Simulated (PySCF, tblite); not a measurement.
# C₅H₁₀FPSeSi: geometry, infrared bands and NMR shifts

Wanted: the infrared bands and NMR shifts of C₅H₁₀FPSeSi (`FC1=CC[P@](=[Se])(C[SiH3])C1`), by calculation.

Programs: tblite 0.8.0 and PySCF 2.14.0, with density-fitted response routines of our own. Each step states its level of theory. These are calculated values for one molecule in the gas phase, unless marked as measured. Atoms are numbered from 0 throughout.

### 1 The molecule as given

19 atoms, charge 0, multiplicity 1; geometry from: force field or distance geometry start.

Bonds of the start (Å): F0–C1 1.39, C1–C2 1.29, C2–C3 1.48, C3–P4 1.84, P4–Se5 2.00, P4–C6 1.78, C6–Si7 1.87, P4–C8 1.80, C8–C1 1.48, C2–H9 1.12, C3–H10 1.10, C3–H11 1.10, C6–H12 1.11, C6–H13 1.13, Si7–H14 1.47, Si7–H15 1.47, Si7–H16 1.48, C8–H17 1.12, C8–H18 1.12.

### 2 Geometry optimisation with GFN2-xTB

The job: settings as JSON, then the geometry in Å.

```
{"job": {"kind": "relax", "xc": "GFN2-xTB", "basis": "xTB"}, "charge": 0, "multiplicity": 1}
F     -3.637800     0.462000     0.783700
C     -2.324000     0.171700     0.441200
C     -1.991000    -0.944500    -0.112800
C     -0.554800    -1.109300    -0.420600
P     -0.037200     0.650600    -0.479500
Se    -0.898000     1.225300    -2.195800
C      1.649600     0.901700     0.014500
Si     2.474200    -0.634400     0.687500
C     -1.249400     1.128500     0.767700
H     -2.730700    -1.735900    -0.377200
H     -0.404800    -1.560800    -1.410100
H     -0.020100    -1.600600     0.411400
H      2.250200     1.199000    -0.876100
H      1.770000     1.755900     0.740300
H      1.661100    -1.218600     1.764300
H      3.766500    -0.196200     1.222400
H      2.688600    -1.619500    -0.395800
H     -0.850900     0.941800     1.793900
H     -1.571400     2.192500     0.663800
```

Run with:

```sh
$ OMP_NUM_THREADS=1 python probes_run.py task.json out
```

This one command runs all jobs of the session in turn.

**Question.** This job is followed by: GFN2-xTB harmonic vibrations, gas phase; GIAO PBE0/pcSseg-1 NMR shielding, non-relativistic, gas phase. Predict these results of the whole session: strongest single infrared mode (GFN2-xTB); zero-point energy (GFN2-xTB); 13C shifts against TMS (PBE0/pcSseg-1); 1H shifts against TMS (PBE0/pcSseg-1, means over atoms taken as alike); 19F shifts against CFCl3 (PBE0/pcSseg-1); 31P shifts against H3PO4 (PBE0/pcSseg-1); 77Se shifts against Me2Se (PBE0/pcSseg-1); 29Si shifts against TMS (PBE0/pcSseg-1).

**Answer**, as computed:

```
                                                              quantity                                               value
                             strongest single infrared mode (GFN2-xTB)                                790 cm⁻¹, 515 km/mol
                                          zero-point energy (GFN2-xTB)                                       82.2 kcal/mol
                                13C shifts against TMS (PBE0/pcSseg-1)                  168.1, 110.5, 44.0, 43.2, 21.5 ppm
1H shifts against TMS (PBE0/pcSseg-1, means over atoms taken as alike)  5.37, 3.88, 3.19, 3.07, 2.79, 2.74, 1.53, 1.45 ppm
                              19F shifts against CFCl3 (PBE0/pcSseg-1)                                          -102.6 ppm
                              31P shifts against H3PO4 (PBE0/pcSseg-1)                                            53.7 ppm
                             77Se shifts against Me2Se (PBE0/pcSseg-1)                                            -246 ppm
                               29Si shifts against TMS (PBE0/pcSseg-1)                                           -76.4 ppm
```

In words: Over 190 steps the energy fell by 0.959 eV; of the close pairs, P4–Se5 changed most, 2.004 to 2.086 Å. All 51 modes are real, so the xTB geometry is a minimum. Unscaled tight-binding wavenumbers are off by several per cent, some by more. Its intensities can rank the bands wrongly. H9 (hydrogen on an alkene CH) lies farthest downfield among hydrogen, at 5.37 ppm; attached to an sp2 carbon and in the plane of the double bond. At PBE0/pcSseg-1: The widest tensor belongs to Se5: span 369 ppm, with a paramagnetic part of -995 ppm. Spin-orbit coupling is left out, which matters for shieldings and couplings at and beside the heavy atoms.
